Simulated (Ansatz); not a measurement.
# ScZn: the cost of one run

Method: DFT PBEsol, scalar-relativistic, plane waves, PAW, in Ansatz 0.2.0.

## 1. The system as given

It takes space group Pm-3m (No. 221, cubic). The conventional cell has a = 3.350 Å, b = 3.350 Å, c = 3.350 Å, α = 90.00°, β = 90.00°, γ = 90.00°. Sc (site symmetry m-3m) has 8 Zn at 2.90 Å as nearest neighbours. Zn (site symmetry m-3m) is surrounded by 8 Sc at 2.90 Å.

Structure file:

```
CELL_PARAMETERS angstrom
3.35000 0.00000 0.00000
0.00000 3.35000 0.00000
0.00000 0.00000 3.35000
ATOMIC_POSITIONS crystal
Sc 0.00000 0.00000 0.00000
Zn 0.50000 0.50000 0.50000
```

The structure comes from the Crystallography Open Database.

## 2. The base run

input.yaml reads:

```yaml
crystal:
  lattice:
    - [3.35, 0.0, 0.0]
    - [0.0, 3.35, 0.0]
    - [0.0, 0.0, 3.35]
  atoms:
    - { symbol: Sc, position: [0.0, 0.0, 0.0] }
    - { symbol: Zn, position: [0.5, 0.5, 0.5] }
basis:
  ecutwfc: 420
  fft_grid_basis: typed
kpoints:
  mp_grid: { grid: [10, 10, 10] }
hamiltonian:
  xc: pbesol
scf:
  occupations: { method: gaussian, width: 0.05 }
output:
  forces: true
  stress: true
  eigenvalues: true
  bader: true
  write_density: true
  volumetric_format: npy
  elf: true
```

Command:

```sh
$ ansatz run input.yaml --threads 1 --pin off --max-ram 2560MiB --backend cpu --events-out ev --progress --plain --runs-dir out
```

**Question.** How long does this run take on 1 thread of AMD EPYC, shared host, and how much memory does it need?

About 30 s, with a peak of 0.46 GiB.
